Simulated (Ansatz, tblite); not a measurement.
# Ge23H32 off sphere (GaGe22H32): rung by rung

Aim: run the doublet of Ge23H32 off sphere (GaGe22H32) at one geometry on many levels, and compare frontier levels, spin and run time.

Computed with Ansatz 0.2.0, Gaussian basis. Level: as each input shows.

Plan: GFN1-xTB, GFN2-xTB, PBE-D4/def2-SVP, r2SCAN-D4/def2-SVP, B97M-V/def2-SVP, r2SCAN-D4/def2-mTZVP.

1 further run of the same task is left out (set aside as unsound or not needed). Runs told in other sessions of the task aren't counted.

### 1 The geometry

The geometry is that of the doublet, from an earlier relaxation (r2SCAN-D4/def2-SVP).

55 atoms, charge 0, spin multiplicity 2.

Bond lengths: Ge1–Ge13 2.434 Å, Ge1–Ge14 2.425 Å, Ge1–H24 1.544 Å, Ge1–H25 1.541 Å, Ge2–Ge12 2.424 Å, Ge2–Ge16 2.425 Å, Ge2–H26 1.541 Å, Ge2–H27 1.538 Å, Ge3–Ge15 2.429 Å, Ge3–Ge17 2.430 Å, Ge3–H28 1.544 Å, Ge3–H29 1.541 Å, Ge4–Ge13 2.436 Å, Ge4–Ge18 2.429 Å, Ge4–Ge19 2.430 Å, Ge4–H30 1.547 Å, Ge5–Ge15 2.438 Å, Ge5–Ge18 2.430 Å and more. Angles: Ge13–Ge1–Ge14 112.7°, Ge13–Ge1–H24 107.1°, Ge13–Ge1–H25 108.3°, Ge14–Ge1–H24 110.8°, Ge14–Ge1–H25 110.2°, H24–Ge1–H25 107.5°, Ge12–Ge2–Ge16 109.0°, Ge12–Ge2–H26 110.5°, Ge12–Ge2–H27 109.6°, Ge16–Ge2–H26 110.4°, Ge16–Ge2–H27 109.5°, H26–Ge2–H27 107.9°, Ge15–Ge3–Ge17 105.9°, Ge15–Ge3–H28 110.0°, Ge15–Ge3–H29 111.6°, Ge17–Ge3–H28 109.9°, Ge17–Ge3–H29 111.3°, H28–Ge3–H29 108.1° and more.

PBE0-D4/def2-SVP was run before; its log isn't repeated, and its numbers join the tables.

### 2 GFN1-xTB

Tight binding, by tblite at 300 K electronic temperature and without a spin-polarisation term:

```python
tblite.interface.Calculator('GFN1-xTB', numbers, positions, charge=0, uhf=1).singlepoint()
```

Energy -1512.9014 eV; 0.8 s.

### 3 GFN2-xTB

Tight binding, by tblite at 300 K electronic temperature and without a spin-polarisation term:

```python
tblite.interface.Calculator('GFN2-xTB', numbers, positions, charge=0, uhf=1).singlepoint()
```

Energy -1637.4871 eV; 0.91 s.

### 4 PBE-D4/def2-SVP

start.molden holds the orbitals of an earlier run on this state, given as this run's starting guess.

in.yaml reads:

```yaml
crystal:
  periodic: [false, false, false]
  atoms:
    - {symbol: Ge, position_ang: [-4.450117, 1.753907, -0.515517]}
    - {symbol: Ge, position_ang: [-1.951012, -3.810628, 2.442966]}
    - {symbol: Ge, position_ang: [1.251461, -3.953265, -0.829137]}
    - {symbol: Ge, position_ang: [-1.599874, 1.812252, -3.407219]}
    - {symbol: Ge, position_ang: [1.142918, -1.004429, -3.470659]}
    - {symbol: Ge, position_ang: [-1.523444, -1.092590, -0.516567]}
    - {symbol: Ge, position_ang: [-1.668576, 1.829771, 2.353603]}
    - {symbol: Ge, position_ang: [1.093873, -1.174329, 2.006561]}
    - {symbol: Ge, position_ang: [1.237294, 1.855956, -0.685198]}
    - {symbol: Ge, position_ang: [3.980073, -1.145251, -0.783440]}
    - {symbol: Ge, position_ang: [3.781416, 2.031024, 2.383593]}
    - {symbol: Ge, position_ang: [-3.075561, -2.425651, 0.801830]}
    - {symbol: Ge, position_ang: [-2.915504, 0.446229, -1.878926]}
    - {symbol: Ge, position_ang: [-3.307530, 3.130690, 1.120845]}
    - {symbol: Ge, position_ang: [-0.213891, -2.453665, -2.055753]}
    - {symbol: Ge, position_ang: [-0.247745, -2.491465, 3.556917]}
    - {symbol: Ge, position_ang: [2.576157, -2.536716, 0.634646]}
    - {symbol: Ge, position_ang: [-0.321826, 0.346142, -4.861594]}
    - {symbol: Ge, position_ang: [-0.027389, 3.246900, -2.235071]}
    - {symbol: Ge, position_ang: [2.590808, 0.379101, -2.074885]}
    - {symbol: Ga, position_ang: [-0.235994, 0.615040, 0.802676]}
    - {symbol: Ge, position_ang: [2.336208, 0.396676, 3.453857]}
    - {symbol: Ge, position_ang: [2.648838, 3.308788, 0.659620]}
    - {symbol: H, position_ang: [-5.283918, 2.625573, -1.479166]}
    - {symbol: H, position_ang: [-5.418893, 0.783065, 0.187494]}
    - {symbol: H, position_ang: [-2.962234, -4.359268, 3.468683]}
    - {symbol: H, position_ang: [-1.292899, -5.010586, 1.741110]}
    - {symbol: H, position_ang: [2.176599, -4.706718, -1.808516]}
    - {symbol: H, position_ang: [0.451820, -4.997090, -0.025873]}
    - {symbol: H, position_ang: [-2.596840, 2.654862, -4.238209]}
    - {symbol: H, position_ang: [2.028116, -1.909430, -4.361767]}
    - {symbol: H, position_ang: [-2.452684, 0.882486, 3.288657]}
    - {symbol: H, position_ang: [-0.901531, 2.813024, 3.264223]}
    - {symbol: H, position_ang: [4.745047, -2.073696, -1.752751]}
    - {symbol: H, position_ang: [5.025340, -0.392223, 0.061778]}
    - {symbol: H, position_ang: [4.999260, 1.296977, 1.798649]}
    - {symbol: H, position_ang: [4.295864, 2.963781, 3.500115]}
    - {symbol: H, position_ang: [-3.922893, -3.299719, -0.146601]}
    - {symbol: H, position_ang: [-4.029757, -1.461339, 1.534333]}
    - {symbol: H, position_ang: [-3.752333, -0.534452, -2.747079]}
    - {symbol: H, position_ang: [-4.358684, 3.775991, 2.047725]}
    - {symbol: H, position_ang: [-2.593657, 4.269126, 0.367186]}
    - {symbol: H, position_ang: [-1.200192, -3.261530, -2.933846]}
    - {symbol: H, position_ang: [0.684282, -3.401451, 4.385468]}
    - {symbol: H, position_ang: [-0.929448, -1.505412, 4.525771]}
    - {symbol: H, position_ang: [3.441520, -3.398940, 1.584832]}
    - {symbol: H, position_ang: [-1.258534, -0.570966, -5.673808]}
    - {symbol: H, position_ang: [0.510756, 1.182872, -5.854623]}
    - {symbol: H, position_ang: [0.909524, 3.905297, -3.270619]}
    - {symbol: H, position_ang: [-0.765128, 4.371847, -1.482827]}
    - {symbol: H, position_ang: [3.504934, 1.207134, -3.010846]}
    - {symbol: H, position_ang: [1.277366, 1.121041, 4.308574]}
    - {symbol: H, position_ang: [3.173657, -0.491759, 4.406722]}
    - {symbol: H, position_ang: [1.743948, 4.343631, 1.360078]}
    - {symbol: H, position_ang: [3.688408, 4.082088, -0.177222]}
basis:
  gaussian: {orbitals: def2-SVP, fitting: {mean_field: def2-universal-jkfit}, initial_orbitals: start.molden}
magnetization: {spin_polarized: true, initial_magnetization: 1}
hamiltonian: {xc: pbe, dispersion: d4}
scf: {omitted_lower_state_checks: [starts]}
output: {orbitals: {seedname: orbitals}}
```

The run is started by

```console
> ansatz run in.yaml --threads 11 --pin off --events-out ev --progress --plain --max-ram 110592MiB --backend cuda --devices 0, --max-vram 75GiB
```

After this run come: r2SCAN-D4/def2-SVP; B97M-V/def2-SVP; r2SCAN-D4/def2-mTZVP.

Before running them: what should the planned runs give, taken together? Wanted: gap in def2-SVP, named functionals, smallest and largest; binding an atom, functionals in def2-SVP; ⟨S²⟩ in def2-SVP, named functionals, smallest and largest.

**Answer**, as computed:

```
                                                 quantity                                value
 gap in def2-SVP, named functionals, smallest and largest  0.36 eV (PBE-D4), 1.71 eV (PBE0-D4)
                 binding an atom, functionals in def2-SVP    2.87 (PBE-D4) to 2.92 eV (B97M-V)
⟨S²⟩ in def2-SVP, named functionals, smallest and largest                         0.752, 0.756
```

Over the named functionals in def2-SVP the gap runs from 0.36 eV (PBE-D4) to 1.71 eV (PBE0-D4); exact exchange widens it. Over the named functionals in def2-SVP spin contamination reaches 0.01 (r2SCAN-D4), which is small.
